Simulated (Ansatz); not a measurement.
**CCSDT/STO-3G run of BrF (bromine fluoride)**

Aim: the vertical ionisation energy of BrF (bromine fluoride) at CCSDT/STO-3G, from 2 runs. 

The results are computed with Ansatz 0.2.0.

44 further runs of the same task are left out: 6 that didn't finish, 38 set aside as unsound or not needed.

## 1. The structure to begin with

BrF: 2 atoms, total charge 0, spin state singlet. SMILES: `FBr`. The shape is that of a PBE0-D4/def2-TZVP optimisation.

Bond lengths: F1–Br2 1.754 Å.

## 2. The energy at CCSDT/STO-3G

File run.yaml:

```yaml
crystal:
  periodic: [false, false, false]
  atoms:
    - {symbol: F, position_ang: [-0.000000, -0.000000, 0.023210]}
    - {symbol: Br, position_ang: [0.000000, 0.000000, 1.776730]}
basis:
  gaussian:
    orbitals: STO-3G
correlation:
  method: ccsdt
  frozen_orbitals: {Br: 9, F: 1}
accuracy: high
scf:
  omitted_lower_state_checks: [cluster_reference, increment]
```

Launch:

```sh
$ ansatz run run.yaml --threads 1 --pin off --max-ram 3480MiB --events-out events.jsonl --progress --plain --runs-dir runs
```

Standard output, shortened:

```text
Warning: RAYON_NUM_THREADS=1 ignored (pool sized by the plan → 1); use --threads N
Functional definition: HF
  name "HF"
[...]
296 factors; integrals over basis functions are off by at most 8.4e-9 eV
[...]
mean field -71909.78596323 eV, -2642.6358919451 hartree, gradient 1.6e-8 eV, S^2 0.000000; 0 other end points of the search recorded, 0 dependent functions left out
10 core orbitals not correlated: weight in the atoms' cores, before any rotation towards them, 1.000 or more for the frozen orbitals, at most 0.000 for the correlated occupied ones
reference -71909.78596323 eV, -2642.6358919451 hartree; 12, 12 occupied and 1, 1 virtual orbitals, 296 factors
second order -0.82077003 eV of doubles, -0.00000000 eV of singles
cycle   1  -1.07841300 eV  change   -2.6e-1 eV  update   5.0e-2
[...]
cycle  16  -1.24928790 eV  change  -9.7e-10 eV  update  6.1e-10
Total energy: -71911.03525113 eV, -2642.6818024285 hartree
Checks for a lower state left out: cluster_reference, increment
```

Wall time 0.18 s (1 thread of Intel Xeon 6975P-C (Granite Rapids), shared host).

## 3. The doublet cation, same level

Changes to run.yaml since step 2:

```diff
@@ -1 +1,4 @@
+basis:
+  gaussian:
+    orbitals: STO-3G
 crystal:
@@ -5,5 +8,6 @@
     - {symbol: Br, position_ang: [0.000000, 0.000000, 1.776730]}
-basis:
-  gaussian:
-    orbitals: STO-3G
+total_charge: 1
+magnetization:
+  spin_polarized: true
+  initial_magnetization: 1
 correlation:
```

Launch:

```sh
$ ansatz run run.yaml --threads 1 --pin off --max-ram 3480MiB --events-out events.jsonl --progress --plain --runs-dir runs
```

Standard output, shortened:

```text
Warning: RAYON_NUM_THREADS=1 ignored (pool sized by the plan → 1); use --threads N
[... 2 set-up lines as earlier in the session ...]
[...]
296 factors; integrals over basis functions are off by at most 8.4e-9 eV
[...]
mean field -71900.96578961 eV, -2642.3117565430 hartree, gradient 3.2e-8 eV, S^2 0.852569; 4 other end points of the search recorded, 0 dependent functions left out
10 core orbitals not correlated: weight in the atoms' cores, before any rotation towards them, 1.000 or more for the frozen orbitals, at most 0.000 for the correlated occupied ones
reference -71900.96578961 eV, -2642.3117565430 hartree; 12, 11 occupied and 1, 2 virtual orbitals, 296 factors
second order -0.90403558 eV of doubles, -0.00000000 eV of singles
cycle   1  -1.18308472 eV  change   -2.8e-1 eV  update   8.2e-2
[...]
cycle  32  -1.91107430 eV  change    1.1e-9 eV  update   2.0e-9
Total energy: -71902.87686391 eV, -2642.3819872282 hartree
Checks for a lower state left out: cluster_reference, increment
```

It took 0.68 s on 1 thread of Intel Xeon 6975P-C (Granite Rapids), shared host.

## 4. What came out

Level: CCSDT/STO-3G, 10 core orbitals frozen.

| quantity | value |
| --- | --- |
| singlet BrF: total energy | -2642.68180 Eh |
| singlet BrF: correlation energy (10 core orbitals frozen) | -45.9 mEh |
| singlet BrF: T1 diagnostic | 0.004 |
| doublet cation: total energy | -2642.38199 Eh |
| doublet cation: correlation energy (10 core orbitals frozen) | -70.2 mEh |
| doublet cation: ⟨S²⟩ of the reference determinant | 0.853 |
| doublet cation: T1 diagnostic | 0.053 |
| vertical ionisation energy (to the doublet cation) | 8.158 eV |

Removing an electron at fixed nuclei costs 8.16 eV (188 kcal/mol). In a minimal basis such a difference can be off by several eV, whatever the method. ⟨S²⟩ (doublet cation) is 0.85 where a pure doublet has 0.75: the reference is spin-contaminated. The T1 diagnostic (doublet cation) of 0.053 is above the customary mark for such species, so a single reference may not serve.
